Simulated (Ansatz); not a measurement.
# CH₅BrOSn: a ladder of functionals and wavefunction methods

An exercise on one series of results from a longer session: the logs are not shown, and one member is left open.

Program: Ansatz 0.2.0, Gaussian basis. Level of theory: functionals in def2-TZVPP, the program's frozen cores in correlated methods. These are calculated values, not measurements.

The runs, in order: LDA (SPW92), PBE-D4, revPBE-D4, BLYP-D4, r2SCAN-D4, B97M-V, PBE0-D4, B3LYP-D4, r2SCANh-D4, r2SCAN0-D4, HSE06-D4, BHLYP-D4, CAM-B3LYP-D4, LC-ωPBE, ωB97X-V, ωB97M-V, B2PLYP, PBE-QIDH; CCSD(T)/def2-SVP; CCSD(T)/def2-TZVPP; MP2/def2-QZVPP; extrapolation to the limit; RPA on PBE.

### The geometry

All runs share one geometry, relaxed beforehand with PBE0-D4 in a triple-zeta def2 set. Sn takes the def2 core potential; no spin-orbit term is included.

SMILES `C[O][SnH2][Br]`, 9 atoms, charge 0, spin multiplicity 1.

Atoms are counted from 1 here; the program's logs count them from 0.

Bond lengths: C1–O2 1.408 Å, C1–H5 1.097 Å, C1–H6 1.093 Å, C1–H7 1.099 Å, O2–Sn3 1.951 Å, Sn3–Br4 2.480 Å, Sn3–H8 1.693 Å, Sn3–H9 1.703 Å. Angles: O2–C1–H5 112.1°, O2–C1–H6 107.9°, O2–C1–H7 112.4°, H5–C1–H6 108.1°, H5–C1–H7 108.3°, H6–C1–H7 107.9°, C1–O2–Sn3 120.3°, O2–Sn3–Br4 106.5°, O2–Sn3–H8 105.4°, O2–Sn3–H9 109.5°, Br4–Sn3–H8 109.6°, Br4–Sn3–H9 106.7°, H8–Sn3–H9 118.5°.

Set-up of the first run:

Contents of in.yaml:

```yaml
crystal:
  periodic: [false, false, false]
  atoms:
    - {symbol: C, position_ang: [-0.668105, 0.006445, -1.313067]}
    - {symbol: O, position_ang: [0.292237, -0.731433, -0.594497]}
    - {symbol: Sn, position_ang: [0.668931, -0.300897, 1.270462]}
    - {symbol: Br, position_ang: [1.388203, 2.072220, 1.316215]}
    - {symbol: H, position_ang: [-0.389467, 1.062863, -1.409474]}
    - {symbol: H, position_ang: [-0.736805, -0.419825, -2.317334]}
    - {symbol: H, position_ang: [-1.665285, -0.045961, -0.855030]}
    - {symbol: H, position_ang: [1.967899, -1.295660, 1.707530]}
    - {symbol: H, position_ang: [-0.769107, -0.394253, 2.178296]}
basis:
  gaussian: {orbitals: def2-TZVPP}
hamiltonian: {xc: lda}
output: {orbitals: {seedname: orbitals}}
```

Command:

```bash
$ ansatz run in.yaml --threads 4 --pin off --events-out ev --progress --plain --max-ram 10444MiB
```

Steps of the session up to this table: LDA; PBE-D4 (GGA); revPBE-D4 (GGA); BLYP-D4 (GGA); r2SCAN-D4 (meta-GGA); B97M-V (meta-GGA); B3LYP-D4 (hybrid); r2SCANh-D4 (hybrid); r2SCAN0-D4 (hybrid); HSE06-D4 (hybrid); BHLYP-D4 (hybrid); CAM-B3LYP-D4 (range-separated); LC-ωPBE (range-separated); ωB97X-V (range-separated); ωB97M-V (range-separated); B2PLYP (double hybrid); PBE-QIDH (double hybrid).

One table of the session follows, with a row left open; its other results are not shown here.

It belongs to the step «Orbital energies across the functionals». 

| functional | HOMO (eV) | gap (eV) |
| --- | --- | --- |
| LDA (SPW92) | -6.55 | 4.34 |
| PBE-D4 | -6.41 | 4.47 |
| revPBE-D4 | -6.36 | 4.50 |
| BLYP-D4 | -6.33 | 4.42 |
| r2SCAN-D4 | ? | ? |
| B97M-V | -6.88 | 5.21 |
| PBE0-D4 | -7.96 | 6.91 |
| B3LYP-D4 | -7.72 | 6.37 |
| r2SCANh-D4 | -7.32 | 5.95 |
| r2SCAN0-D4 | -8.20 | 7.30 |
| HSE06-D4 | -7.56 | 6.14 |
| BHLYP-D4 | -9.42 | 9.26 |
| CAM-B3LYP-D4 | -9.40 | 9.30 |
| LC-ωPBE | -10.73 | 11.84 |
| ωB97X-V | -10.42 | 11.40 |
| ωB97M-V | -10.34 | 11.12 |

Estimate the missing values for r2SCAN-D4.

Worked estimate for «HOMO (eV)». Against the share of exact exchange, r2SCANh-D4 (0.1, -7.32), r2SCAN0-D4 (0.25, -8.20) give a slope of -5.87 per unit share; at 0 the line stands at -6.73.

As computed: HOMO (eV): -6.74; gap (eV): 5.05. In «HOMO (eV)» the line misses by +0.01.
